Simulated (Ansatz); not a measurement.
# What each level of theory costs: a 3×3×3 supercell of GaAs (F-43m), atoms displaced at random by about 0.04 Å along each cell vector, on Neoverse N1 cores, threads left to the program

Program: Ansatz 0.2.0. No other job shared the machine, and each run was timed once from launch to exit. Hardware: an Arm Neoverse N1 node (56 of its 64 cores, memory capped at 64 GiB); a node with eight NVIDIA H100 80GB cards and 96 AMD EPYC 7R13 cores; a node with four NVIDIA GB300 Max-Q cards and 144 Grace (Neoverse V2) cores; a node with four NVIDIA GB200 cards and 144 Grace (Neoverse V2) cores. Times and memory are rounded to two significant figures, and ratios are formed from the unrounded values. A row is a single run, so small differences between rows aren't established. System services beside the runs took up to 5 cores (rounded up). Runs with a thread on every core shared the cores with them. Precision is the program's default, which can work at lower precision in parts of a run. Card memory is the largest of readings taken every 0.4 s, so short peaks can be missed, and it isn't given for runs under about 3 s. It shows what a run took, which needn't be the least that it can run in: the program holds more work at once where threads and free memory allow.

The first rung is PBE.

Commands are shown without the flags for output files and display.

The folder soft_1 holds one of the program's own sets of PAW files, generated with PBE and used with every functional where the input names it.

- atoms: 54
- valence electrons: 756
- cell volume: 1283 Å³
- cutoff (chosen by the program): 420 eV
- k mesh: 2×2×2
- k points solved: 8
- symmetry operations used (translations within a supercell counted): 1
- plane waves at Γ: 25101
- dense FFT grid: 90×90×90
- bands at the start: 432
- spin: none
- first density: superposed atoms

Input:

```yaml
crystal:
  lattice:
    - [0.000000, 8.625273, 8.625273]
    - [8.625273, 0.000000, 8.625273]
    - [8.625273, 8.625273, 0.000000]
  atoms:
    - { symbol: Ga, position: [0.000311, 0.004099, -0.003054] }
    - { symbol: As, position: [0.086588, 0.082484, 0.082476] }
    - { symbol: Ga, position: [0.006230, 0.000517, 0.333193] }
    # ... 50 more atoms, left out here ...
    - { symbol: As, position: [0.754065, 0.752693, 0.747623] }
kpoints:
  mp_grid: { grid: [2, 2, 2] }
hamiltonian:
  xc: pbe
  pseudopotentials: { azcp: { folder: soft_1 } }
scf:
  occupations: { method: fermi_dirac, width: 0.1 }
output: { forces: true, stress: true }
```

Command for every rung:

```bash
taskset -c 8-63 ansatz run input.yaml --backend cpu --max-ram 64GiB
```

Lines that stand in the other rungs' inputs in place of, or beside, those above:

```yaml
# r2SCAN
hamiltonian:
  xc: r2scan
# PBE with spin-orbit coupling
hamiltonian:
  pseudopotentials: { kind: paw_fr, azcp: { folder: soft_1 } }
magnetization: { noncollinear: true, spin_orbit: true }
output: { eigenvalues: true }
# PBE, all-electron LAPW
hamiltonian:
  pseudopotentials: { kind: all_electron, lapw: {} }
```

| level | wall time | against PBE | SCF clock | outside it | outputs asked | electrons in bands | bands at the start | cutoff (eV) | dense FFT grid | XC grid (× dense grid) | k points | SCF iterations | residual at close (eV) | eigensolver | threads | host memory (GiB) | remarks |
| --- | --- | --- | --- | --- | --- | --- | --- | --- | --- | --- | --- | --- | --- | --- | --- | --- | --- |
| PBE | 22 s | 1.0 | 21 s | 0.76 s | forces, stress | 756 | 432 | 420 | 90×90×90 | 8 | 8 | 9 | 5e-7 | band CG | 56 | 19 |  |
| PBE with spin-orbit coupling | 8.1 min | 22 | 8.0 min | 1.3 s | eigenvalues | 756 | 908 | 420 | 90×90×90 | 1 | 8 | 11 | 3e-8 | band CG | 56 | 43 | host 43 of 64 GiB; slots 8→3 |
| PBE, all-electron LAPW | 14 min | 39 | 14 min | 0.97 s | forces, stress | 1188 | 713 | 440 | 90×90×90 |  | 8 | 10 | 6e-7 | Davidson | 56 | 39 | host 39 of 64 GiB; slots 8→3 |

The SCF clock is the program's own. It runs from the start of the first SCF loop to the final result and holds forces, stress, later SCFs and response steps. Outside it lie start-up, exit and the set-up ahead of the first loop, which depends on the cell and the method.

LAPW's cutoff and plane waves are those at the start; the program can enlarge the basis.

«slots a→b»: to fit the memory the program cut the eigensolver solves (one k point and spin each) that it holds at once from a to b, which trades time for memory. «XC on CPU»: exchange-correlation moved to the CPU for want of card memory. «closing search a s»: at the SCF's close the program searches for levels that the SCF missed, which took a s of the SCF clock (told where that is 15 % of it or more). «card a of b GiB» or «host a of b GiB»: the run took three quarters or more of a card's memory (or the program reckoned to fill 85 % of what was free), or 60 % or more of the host memory that it had. The program fits its work to the free memory, so such a run may be limited by memory even where its log doesn't say so. Rows whose remarks tell of memory aren't like for like with rows without. Of long logs only the start and the end were kept, so a limit that memory set in between can be missed.

The machines don't compute alike at the default precision: the logs show emulated matrix products on GB200 and GB300, and some doubles held as pairs of floats on GB300.

The rungs don't all ask for the same outputs, so their times differ by more than the level of theory.

The program sets the grid for exchange-correlation by functional and task; the column gives its points per point of the dense FFT grid (LAPW has grids of its own).

The residual is the density residual (dr2) at which the first SCF closed; hybrids, which run several SCFs, have none listed. The eigensolver is the one reported for the main SCF.

The PAW files were made with PBE; for other functionals the program regenerates the frozen cores at set-up.

The same inputs on other machines (1 × H100: ansatz run input.yaml --backend cuda --devices 1; 1 × GB300: ansatz run input.yaml --backend cuda --devices 1; 1 × GB200: ansatz run input.yaml --backend cuda --devices 1). Wall time, with the SCF clock in brackets, then large parts of it, card memory and remarks (warnings on the input's settings that the first machine's log also gives are left out). A blank cell is a run that wasn't made, didn't finish or can't be compared:

| level | 1 × H100 | 1 × GB300 | 1 × GB200 |
| --- | --- | --- | --- |
| PBE | 3.5 s (1.6 s; 27 GiB) | 3.3 s (2.1 s; 28 GiB) | 2.1 s (1.1 s) |
| PBE with spin-orbit coupling | 11 s (8.7 s; 55 GiB; card 55 of 80 GiB; slots 8→5) | 15 s (13 s; 91 GiB; closing search 5.0 s) | 6.7 s (5.4 s; 90 GiB) |
| PBE, all-electron LAPW | 55 s (53 s; 62 GiB; card 62 of 80 GiB; slots 8→2; XC on CPU) | 72 s (70 s; 150 GiB) | 37 s (35 s; 94 GiB; card 94 of 185 GiB; slots 8→7) |
| r2SCAN | 5.6 s (3.4 s; 30 GiB) | 6.6 s (5.1 s; 31 GiB) | 3.6 s (2.3 s; 31 GiB) |

On some of these machines the first rung is short, so ratios to it would be rough.

The program's choice of threads differs by rung: 48 or 96 on 1 × H100, 72 or 144 on 1 × GB300, 72 or 144 on 1 × GB200.

**Question.** How long does r2SCAN take on Neoverse N1 cores, threads left to the program?

**Answer.** 46 s, 2.1 times the first rung, at a cutoff of 500 eV, in 10 SCF iterations against 9; peak host memory 27 GiB. Its exchange-correlation grid has 64 points per point of the dense FFT grid, against 8. Its first SCF closed at a density residual of 9e-8 eV, against 5e-7 eV.
